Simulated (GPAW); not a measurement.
Mg3GaO4:

```
Ga Mg O
1.0
     4.36349    0.00000    0.00000
     0.00000    4.36349    0.00000
     0.00000    0.00000    4.36349
Ga Mg O
1 3 4
Direct
  0.00000 0.00000 0.00000
  0.50000 0.50000 0.00000
  0.50000 0.00000 0.50000
  0.00000 0.50000 0.50000
  0.00000 0.50000 0.00000
  0.00000 0.00000 0.50000
  0.50000 0.50000 0.50000
  0.50000 0.00000 0.00000
```

The cell comes from a database or a generator and needn't be the stable form of this composition.

Base run:

```yaml
Program: GPAW 26.7.0
Functional: PBE
Potentials_or_basis: GPAW PAW data sets (gpaw-data 1.2.1)
Cutoff: 600 eV
Basis: pw
k_mesh: 5 × 5 × 5
Occupations: fermi-dirac, width 0.05 eV
Spin: no spin polarisation
```

Its results: band gap on the k mesh none (metal or under the smearing width); pressure -4.5 GPa.

Q: The run is repeated on the same cell with these changes: functional from PBE to LDA; potentials or basis from GPAW PAW data sets (gpaw-data 1.2.1) to the program's PAW data sets (release 1.2.1) made for this functional. What comes out?

A: Band gap on the k mesh none (metal or under the smearing width); pressure -14.1 GPa.

Caveats: the cutoff is short for stress and forces, so pressures can be off by a GPa or more; an odd number of electrons without spin polarisation forces a metal; a magnetic or distorted state may lie lower.
